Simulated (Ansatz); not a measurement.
# BrFHSi: the cost of one run

Program: Ansatz 0.2.0. Level of theory: UKS PBE0-D4/def2-SVPD. These are calculated values, not measurements.

## 1. The system as given

Bond lengths: F1–Si2 1.592 Å, Si2–Br3 2.184 Å, Si2–H4 1.493 Å. Angles: F1–Si2–Br3 106.8°, F1–Si2–H4 112.2°, Br3–Si2–H4 105.6°.

As a file:

```xyz
4

F    -1.0540   -0.3260    1.1033
Si   -0.3141   -0.2426   -0.3033
Br    1.8037   -0.6181    0.0751
H    -0.3801    1.1264   -0.8954
```

## 2. Relaxing end A

The input, input.yaml:

```yaml
crystal:
  periodic: [false, false, false]
  atoms:
    - { symbol: F, position_ang: [-1.054, -0.326, 1.1033] }
    - { symbol: Si, position_ang: [-0.3141, -0.2426, -0.3033] }
    - { symbol: Br, position_ang: [1.8037, -0.6181, 0.0751] }
    - { symbol: H, position_ang: [-0.3801, 1.1264, -0.8954] }
magnetization:
  spin_polarized: true
  initial_magnetization: 1
basis:
  gaussian: { orbitals: def2-SVPD }
hamiltonian:
  xc: pbe0
  dispersion: d4
relax:
  f_tol: 0.015
  max_steps: 40
```

Started as:

```sh
> ansatz run input.yaml --threads 2 --pin off --max-ram 3072MiB --backend cpu --events-out ev --progress --plain --runs-dir out
```

**Question.** How long does this run take on 2 threads of Intel Xeon Platinum 8488C (Sapphire Rapids), shared host, and how much memory does it need?

About 18 s, with a peak of 0.29 GiB.
